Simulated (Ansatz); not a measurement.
Born–Oppenheimer molecular dynamics of a periodic cell of 40 atoms, KTaO$_{3}$ (host KTaO3, host structure Pm-3m). It starts from a structure without forces on its atoms.

Theory: DFT r2SCAN, scalar-relativistic, plane waves, PAW (Ansatz). Settings: accuracy low, cutoff 500 eV, k mesh 1x1x1, fermi-dirac smearing 0.05 eV, no spin polarisation.

```
ensemble                      : NVE (velocity Verlet)
time step                     : 1 fs
steps asked                   : 220
starting velocities drawn for : 3000 K
seed                          : 582663
```

Frames 20 fs apart, positions in Å, forces in eV/Å.

Velocities at 50 fs (Å/ps):

```
K 8.48 4.60 -3.63
Ta 0.07 3.45 0.41
O 2.25 -11.99 6.90
O 2.56 -3.89 -4.36
O 8.65 6.00 13.35
K 1.45 -2.12 -2.48
Ta 1.64 0.29 1.10
O -2.82 -14.47 2.52
O -6.49 9.29 36.94
O -4.89 10.56 -0.56
K -3.49 -2.99 4.35
Ta 2.25 -1.03 -0.19
O -5.06 -2.15 -13.59
O -0.87 0.27 1.61
O -14.16 9.79 -12.07
K -2.42 4.77 -3.83
Ta 0.55 -2.25 -1.52
O 8.44 3.97 -6.22
O -1.54 -1.26 10.14
O -9.06 8.03 -12.61
K -0.50 1.35 -1.70
Ta -4.41 -1.61 0.53
O 7.87 -5.57 -7.49
O 4.58 2.32 -16.34
O 9.35 1.77 -16.66
K -7.11 -5.14 1.74
Ta 0.07 0.09 0.65
O 14.95 -19.52 -8.63
O -4.46 8.72 1.71
O 8.93 0.85 -0.64
K -1.42 4.70 5.03
Ta 0.65 -0.58 3.30
O -31.60 -4.62 6.65
O 4.05 0.47 -3.05
O 2.57 -5.15 5.99
K -0.80 3.92 -2.28
Ta 1.14 2.77 -1.13
O -3.14 -7.83 15.08
O -3.19 -5.24 -13.66
O 5.24 -15.25 -13.73
```

```xyz
40
Lattice="8.1212 0.0000 0.0000 0.0000 8.1212 0.0000 0.0000 0.0000 8.1212" Properties=species:S:1:pos:R:3:forces:R:3 time_fs=50 energy_less_start_eV=7.592 T=1496
K -0.018 -0.428 0.075 1.58 1.20 -1.74
Ta 2.001 2.173 2.020 1.14 -1.37 1.69
O 2.006 2.399 -0.314 -0.78 1.08 8.16
O 0.099 2.023 2.231 0.20 0.08 -0.94
O 2.110 0.149 1.712 -1.90 -1.46 0.49
K 0.092 0.320 4.219 -0.15 -0.64 -0.13
Ta 2.203 2.051 6.201 0.77 -4.48 -6.76
O 2.143 2.426 3.943 -1.19 -0.10 -1.42
O -0.289 2.327 6.155 2.93 0.48 -1.26
O 1.815 -0.015 6.359 0.63 3.51 -1.20
K 0.102 3.992 0.436 -1.25 -0.40 -1.35
Ta 2.063 6.045 1.925 1.27 0.34 1.41
O 1.655 5.847 -0.142 0.84 0.52 1.02
O 0.063 5.907 2.131 1.45 0.67 -1.21
O 2.627 4.096 1.569 -1.78 0.62 1.60
K -0.069 4.019 4.096 -0.07 0.04 0.04
Ta 1.958 5.923 6.048 1.96 3.30 0.62
O 1.953 5.994 3.869 0.23 -0.24 -1.45
O 0.070 6.310 5.784 -1.16 -1.38 0.49
O 2.335 4.115 6.044 -0.78 0.42 -0.91
K 3.952 -0.282 0.198 0.59 1.53 -2.11
Ta 5.948 1.775 2.030 -1.28 1.28 -1.49
O 5.947 2.544 0.062 -0.07 -1.50 -0.34
O 3.952 1.559 2.144 3.11 1.25 -0.66
O 6.441 -0.049 1.445 -2.14 2.02 2.57
K 3.343 0.177 4.108 1.64 -1.13 0.01
Ta 6.064 2.038 6.136 -2.20 -2.15 2.73
O 5.933 2.291 3.897 0.99 -1.74 0.16
O 4.065 2.067 5.833 -1.65 0.24 0.66
O 5.927 0.178 6.511 1.15 1.76 -1.45
K 4.204 4.410 -0.365 -0.41 -0.79 1.24
Ta 6.223 6.049 2.151 -2.41 0.84 2.16
O 6.256 5.927 -0.319 0.84 -0.42 7.86
O 4.242 6.484 1.999 -0.86 -1.85 0.50
O 6.032 4.142 2.062 0.71 1.45 0.08
K 4.140 4.313 3.723 -0.51 -0.64 0.98
Ta 6.129 6.075 6.144 -0.59 4.29 -8.22
O 6.295 6.736 3.928 -0.63 -1.53 -1.23
O 3.950 6.702 6.032 -0.88 -2.95 -0.22
O 5.628 4.405 5.744 0.68 -2.18 -0.41
40
Lattice="8.1212 0.0000 0.0000 0.0000 8.1212 0.0000 0.0000 0.0000 8.1212" Properties=species:S:1:pos:R:3:forces:R:3 time_fs=70 energy_less_start_eV=6.789 T=1655
K 0.202 -0.277 -0.057 -0.75 1.37 0.54
Ta 2.002 2.214 2.037 -0.52 -3.66 0.68
O 2.049 2.236 0.145 0.93 0.05 -5.29
O 0.227 1.998 2.040 -1.29 0.70 -0.28
O 2.101 0.110 1.969 0.10 -0.39 -1.06
K 0.110 0.253 4.158 -0.18 -0.39 -0.63
Ta 2.225 2.033 6.205 -2.79 9.16 2.83
O 2.003 2.201 3.939 0.43 0.73 1.99
O -0.185 2.529 6.616 -0.20 -1.19 -3.66
O 1.779 0.434 6.174 -1.41 -8.51 -1.19
K -0.027 3.920 0.450 -0.71 0.53 -1.21
Ta 2.116 6.035 1.935 -0.29 4.12 0.40
O 1.681 5.904 -0.304 1.08 0.88 0.61
O 0.137 6.014 2.028 -1.59 0.97 -0.62
O 2.258 4.283 1.559 1.16 -3.28 0.98
K -0.117 4.102 4.032 0.39 -0.68 0.39
Ta 1.989 5.912 6.029 0.73 -1.26 -0.36
O 2.086 6.043 3.701 -1.13 -0.20 3.48
O -0.135 6.188 5.980 0.57 0.42 -0.63
O 2.091 4.137 5.705 -0.49 0.31 0.30
K 3.968 -0.193 0.076 0.33 0.48 -0.44
Ta 5.865 1.750 2.015 6.61 1.70 0.78
O 5.996 2.351 -0.106 -1.51 0.28 0.78
O 4.179 1.737 1.819 -5.45 0.61 0.41
O 6.376 0.110 1.465 -0.14 -1.87 0.85
K 3.295 0.039 4.127 2.19 0.08 -0.72
Ta 6.065 2.033 6.181 3.26 1.65 1.76
O 6.284 1.799 3.880 -0.94 0.73 0.47
O 3.970 2.242 5.929 3.10 -0.48 0.22
O 6.153 0.191 6.319 -0.63 -1.81 -1.07
K 4.145 4.438 -0.227 -0.95 -1.99 0.25
Ta 6.214 6.043 2.227 -0.68 0.57 -2.20
O 5.790 5.919 0.048 2.56 1.73 -3.53
O 4.232 6.319 1.996 -0.65 -0.01 0.13
O 6.144 4.216 2.190 -0.02 -0.57 -0.04
K 4.100 4.353 3.728 -0.34 -0.96 1.12
Ta 6.147 6.134 6.087 -0.63 -3.08 1.93
O 6.156 6.465 4.071 -0.68 0.47 -0.36
O 3.804 6.348 5.794 0.29 0.44 0.94
O 5.855 4.216 5.546 0.22 2.35 1.46
40
Lattice="8.1212 0.0000 0.0000 0.0000 8.1212 0.0000 0.0000 0.0000 8.1212" Properties=species:S:1:pos:R:3:forces:R:3 time_fs=90 energy_less_start_eV=4.391 T=2129
K 0.375 -0.011 -0.169 -1.24 -0.06 0.59
Ta 1.995 2.187 2.081 -2.00 -2.56 4.24
O 2.232 2.089 -0.204 -0.57 -0.19 6.32
O 0.124 2.086 1.744 0.14 -1.00 0.14
O 2.047 -0.058 1.985 0.41 -0.18 -1.22
K 0.119 0.132 4.045 0.03 -0.78 -0.57
Ta 2.191 2.101 6.242 -2.17 -0.78 -9.42
O 1.927 2.113 4.067 0.76 -0.42 -4.05
O -0.079 2.497 6.345 -1.01 -1.15 -0.36
O 1.732 0.074 5.789 2.10 1.89 2.21
K -0.224 3.902 0.338 0.17 1.65 -1.27
Ta 2.163 6.089 1.971 -1.94 2.08 2.04
O 1.952 6.130 -0.215 0.52 -0.67 0.53
O -0.029 6.301 1.791 -1.04 -0.98 0.79
O 2.040 4.020 1.812 0.11 1.87 -0.55
K -0.129 4.127 4.004 0.64 -0.67 0.26
Ta 2.026 5.898 6.003 -1.76 0.20 0.41
O 1.964 6.056 3.894 -0.96 0.06 -2.14
O -0.117 6.105 6.053 0.79 0.44 -0.61
O 1.804 4.067 5.498 1.67 -0.09 2.98
K 4.016 -0.051 -0.110 0.01 -0.26 0.09
Ta 5.860 1.754 2.009 1.20 0.10 3.28
O 5.797 2.180 -0.030 1.53 -0.04 -0.45
O 3.927 2.065 1.649 2.19 -0.44 1.60
O 6.180 -0.013 1.751 -0.64 0.79 -0.65
K 3.459 -0.097 4.090 2.00 0.66 -0.21
Ta 6.126 2.042 6.251 2.30 -1.69 -0.98
O 6.386 1.518 3.879 -2.53 2.99 -2.28
O 4.201 2.340 6.076 -2.04 0.14 -0.82
O 6.246 0.065 5.915 -0.96 2.82 0.91
K 4.023 4.302 -0.058 0.58 -0.43 0.04
Ta 6.191 6.051 2.267 1.30 -0.13 -3.49
O 5.800 6.209 -0.168 -0.03 -0.71 -0.66
O 4.045 6.100 1.997 0.14 0.21 -0.88
O 6.253 4.181 2.275 -1.00 -0.49 -1.13
K 4.031 4.299 3.841 0.12 -1.14 0.89
Ta 6.144 6.147 6.064 1.18 -0.28 3.09
O 5.865 6.283 4.013 -0.03 1.18 0.14
O 3.822 6.011 5.743 1.17 0.88 0.75
O 6.118 4.351 5.640 -1.13 -2.86 0.47
40
Lattice="8.1212 0.0000 0.0000 0.0000 8.1212 0.0000 0.0000 0.0000 8.1212" Properties=species:S:1:pos:R:3:forces:R:3 time_fs=110 energy_less_start_eV=4.466 T=2114
K 0.431 0.252 -0.219 -0.97 -1.56 0.22
Ta 1.960 2.110 2.166 -0.67 1.81 -7.77
O 2.310 1.897 -0.026 -1.34 0.81 -3.60
O -0.050 1.988 1.528 0.63 -0.36 2.09
O 2.061 -0.132 1.773 -0.29 2.06 1.09
K 0.124 -0.048 3.886 -0.53 0.62 0.56
Ta 2.120 2.171 6.163 2.24 -4.47 2.84
O 2.006 1.945 3.864 0.17 -0.71 5.69
O -0.078 2.205 5.906 1.71 -0.11 0.81
O 2.052 -0.048 5.771 -0.19 0.84 0.44
K -0.403 4.023 0.119 1.05 0.59 -0.06
Ta 2.171 6.180 2.038 0.31 -1.73 -1.81
O 2.276 6.206 -0.087 -1.94 -1.55 -2.87
O -0.317 6.417 1.686 3.74 -0.62 0.10
O 1.852 4.026 1.982 -0.47 -0.16 -0.37
K -0.085 4.086 3.999 -0.09 -0.58 -0.04
Ta 2.038 5.891 5.985 2.34 4.24 3.88
O 1.655 6.058 3.862 1.08 -0.28 0.54
O 0.134 6.119 6.001 -2.86 0.18 -0.01
O 1.821 3.969 5.845 -0.10 1.87 -0.71
K 4.063 0.070 -0.284 -0.40 -0.49 0.39
Ta 5.881 1.778 2.043 1.35 0.74 -1.24
O 5.867 2.030 -0.090 0.15 0.11 1.85
O 3.993 2.295 1.853 -0.28 -1.26 0.92
O 5.852 -0.127 1.878 -0.89 1.42 -0.58
K 3.813 -0.173 4.026 0.59 0.99 0.11
Ta 6.223 2.030 6.305 -1.01 1.85 -3.96
O 6.055 1.822 3.765 0.22 1.02 2.56
O 4.032 2.415 6.044 -1.23 -0.75 -1.07
O 6.133 0.333 5.688 -0.55 -3.57 0.82
K 3.940 4.110 0.114 0.53 0.04 -0.48
Ta 6.176 6.058 2.239 -4.46 -1.78 -0.79
O 5.865 6.425 -0.356 0.23 -0.67 2.10
O 3.983 5.926 1.872 0.25 0.44 0.96
O 6.157 4.043 2.135 -0.48 2.04 -0.69
K 3.975 4.139 4.029 0.74 -0.65 -0.39
Ta 6.150 6.136 6.072 0.20 -2.39 -2.33
O 5.617 6.336 3.998 2.85 -0.64 0.56
O 4.052 5.899 5.862 -1.61 0.54 0.04
O 6.177 4.119 5.900 -0.02 2.14 0.22
40
Lattice="8.1212 0.0000 0.0000 0.0000 8.1212 0.0000 0.0000 0.0000 8.1212" Properties=species:S:1:pos:R:3:forces:R:3 time_fs=130 energy_less_start_eV=5.740 T=1862
K 0.385 0.360 -0.248 -1.27 -2.51 0.35
Ta 1.913 2.049 2.161 1.36 1.64 1.02
O 2.143 1.881 -0.104 0.07 1.25 -0.07
O -0.080 1.819 1.763 -0.50 0.82 1.52
O 2.042 0.088 1.773 0.10 -1.96 0.66
K 0.079 -0.174 3.778 -0.41 0.95 1.17
Ta 2.067 2.161 6.094 1.25 -2.15 1.42
O 2.089 1.710 4.119 -1.25 1.07 -4.27
O 0.040 1.894 5.695 -2.78 0.97 1.52
O 2.351 -0.009 5.933 -2.11 -0.45 0.16
K -0.477 4.216 -0.104 2.26 0.24 1.76
Ta 2.169 6.247 2.080 -1.66 -1.46 -0.85
O 2.208 5.987 -0.365 -1.48 0.79 5.87
O -0.114 6.332 1.700 -1.81 -0.32 0.72
O 1.609 4.089 2.020 1.07 -1.59 -0.76
K -0.046 3.994 3.995 -0.36 0.10 0.02
Ta 2.091 5.967 6.035 2.75 5.34 -1.53
O 1.597 6.020 3.809 1.55 0.22 -0.01
O -0.162 6.188 5.920 2.05 0.33 -0.37
O 1.846 4.156 6.159 -1.65 -3.93 -1.39
K 4.076 0.141 -0.424 -0.19 -0.72 0.73
Ta 5.925 1.815 2.080 -0.10 0.33 3.08
O 6.013 1.925 0.085 0.10 1.27 -3.28
O 3.987 2.269 2.213 -1.33 0.04 -1.91
O 5.389 0.055 1.899 1.98 -0.15 0.60
K 4.212 -0.150 3.980 -1.85 1.03 1.20
Ta 6.315 2.030 6.272 -0.75 -1.98 -3.34
O 5.798 2.337 4.005 2.27 -1.21 -1.37
O 3.823 2.373 5.819 2.34 -0.76 1.77
O 5.905 0.176 5.739 0.60 2.43 1.68
K 3.907 3.923 0.238 0.10 0.48 -0.93
Ta 6.107 6.040 2.175 1.63 1.72 -2.84
O 5.963 6.447 -0.168 0.11 -0.55 -1.14
O 3.973 5.869 1.910 -0.76 1.03 0.46
O 5.954 4.287 1.849 0.52 -1.51 0.43
K 3.984 3.925 4.186 0.24 1.42 -1.28
Ta 6.167 6.088 6.055 -2.10 0.13 3.95
O 5.932 6.265 4.061 0.75 -0.56 -1.90
O 3.989 5.910 5.956 0.15 0.03 -1.65
O 6.175 4.139 6.193 -0.88 -1.80 -1.20
```

Of the whole run (220 fs, mean temperature of the second half 1980 K): The conserved energy stayed within 0.22 meV per atom of its start (net change 0.022 meV per atom), so the integration is sound. A run of 0.22 ps of so small a system gives no equilibrium averages. Limits of this set-up: coarse k mesh, low accuracy level.

Run time: 13 min on 4 threads of AMD EPYC 7R13 Processor (Zen 3) (shared host), peak memory 1.2 GiB.
